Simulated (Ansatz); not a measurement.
# CH₇GaSi: a ladder of functionals and wavefunction methods

One table from this session's results is given with a row withheld; the runs are named, their logs left out.

The runs use Ansatz 0.2.0, Gaussian basis; functionals in def2-TZVPP, the program's frozen cores in correlated methods.

Plan: LDA (SPW92), PBE-D4, revPBE-D4, BLYP-D4, r2SCAN-D4, B97M-V, PBE0-D4, B3LYP-D4, r2SCANh-D4, r2SCAN0-D4, HSE06-D4, BHLYP-D4, CAM-B3LYP-D4, LC-ωPBE, ωB97X-V, ωB97M-V, B2PLYP, PBE-QIDH; CCSD(T)/def2-SVP; CCSD(T)/def2-TZVPP; MP2/def2-QZVPP; extrapolation to the limit; RPA on PBE.

## Structure used throughout

An earlier PBE0-D4 in a triple-zeta def2 set relaxation fixed the geometry.

SMILES `[CH3][GaH][SiH3]`, 10 atoms, charge 0, spin multiplicity 1.

Atoms are counted from 1 here; the program's logs count them from 0.

Bond lengths: C1–Ga2 1.971 Å, C1–H4 1.090 Å, C1–H5 1.095 Å, C1–H6 1.093 Å, Ga2–Si3 2.419 Å, Ga2–H7 1.578 Å, Si3–H8 1.492 Å, Si3–H9 1.489 Å, Si3–H10 1.492 Å. Angles: Ga2–C1–H4 113.1°, Ga2–C1–H5 109.2°, Ga2–C1–H6 110.1°, H4–C1–H5 108.5°, H4–C1–H6 109.0°, H5–C1–H6 106.8°, C1–Ga2–Si3 120.8°, C1–Ga2–H7 118.1°, Si3–Ga2–H7 121.0°, Ga2–Si3–H8 110.2°, Ga2–Si3–H9 114.2°, Ga2–Si3–H10 110.2°, H8–Si3–H9 107.6°, H8–Si3–H10 106.8°, H9–Si3–H10 107.6°.

The first run:

in.yaml

```yaml
crystal:
  periodic: [false, false, false]
  atoms:
    - {symbol: C, position_ang: [-1.123321, 1.394065, -0.619150]}
    - {symbol: Ga, position_ang: [0.561458, 0.659307, 0.093308]}
    - {symbol: Si, position_ang: [0.786716, -1.705262, 0.550680]}
    - {symbol: H, position_ang: [-1.924306, 0.656577, -0.670373]}
    - {symbol: H, position_ang: [-0.947025, 1.785360, -1.626049]}
    - {symbol: H, position_ang: [-1.454185, 2.236497, -0.005699]}
    - {symbol: H, position_ang: [1.759558, 1.654631, 0.346028]}
    - {symbol: H, position_ang: [0.531031, -2.496206, -0.688762]}
    - {symbol: H, position_ang: [2.124987, -2.100932, 1.069714]}
    - {symbol: H, position_ang: [-0.231711, -2.135137, 1.553303]}
basis:
  gaussian: {orbitals: def2-TZVPP}
hamiltonian: {xc: lda}
output: {orbitals: {seedname: orbitals}}
```

Steps of the session up to this table: LDA; PBE-D4 (GGA); revPBE-D4 (GGA); BLYP-D4 (GGA); r2SCAN-D4 (meta-GGA); B97M-V (meta-GGA); PBE0-D4 (hybrid); B3LYP-D4 (hybrid); r2SCANh-D4 (hybrid); r2SCAN0-D4 (hybrid); HSE06-D4 (hybrid); BHLYP-D4 (hybrid); CAM-B3LYP-D4 (range-separated); LC-ωPBE-D4 (range-separated; the results give it without D4); ωB97X-V (range-separated); ωB97M-V (range-separated); B2PLYP (double hybrid); PBE-QIDH (double hybrid).

One of the session's tables, all rows but one given; the rest of the session is left out.

It belongs to the step «Orbital energies across the functionals». 

| functional | HOMO (eV) | LUMO (eV) | gap (eV) |
| --- | --- | --- | --- |
| LDA (SPW92) | -6.38 | -2.81 | 3.57 |
| PBE-D4 | -6.27 | -2.57 | 3.70 |
| revPBE-D4 | -6.23 | -2.46 | 3.77 |
| BLYP-D4 | -6.13 | -2.50 | 3.62 |
| r2SCAN-D4 | -6.51 | -2.36 | 4.16 |
| B97M-V | -6.61 | -2.56 | 4.05 |
| PBE0-D4 | -7.34 | -1.78 | 5.56 |
| B3LYP-D4 | -7.14 | -2.04 | 5.10 |
| r2SCANh-D4 | -6.90 | -2.08 | 4.82 |
| r2SCAN0-D4 | ? | ? | ? |
| HSE06-D4 | -6.95 | -2.15 | 4.80 |
| BHLYP-D4 | -8.29 | -1.02 | 7.27 |
| CAM-B3LYP-D4 | -8.58 | -0.86 | 7.72 |
| LC-ωPBE | -9.89 | 0.31 | 10.20 |
| ωB97X-V | -9.56 | 0.15 | 9.71 |
| ωB97M-V | -9.36 | -0.08 | 9.28 |

**Question.** Estimate the row for r2SCAN0-D4.

Worked estimate for «HOMO (eV)». Against the share of exact exchange, r2SCAN-D4 (0, -6.51), r2SCANh-D4 (0.1, -6.90) give a slope of -3.90 per unit share; at 0.25 the line stands at -7.48.

As computed: HOMO (eV): -7.49; LUMO (eV): -1.67; gap (eV): 5.82. In «HOMO (eV)» the line misses by +0.01.
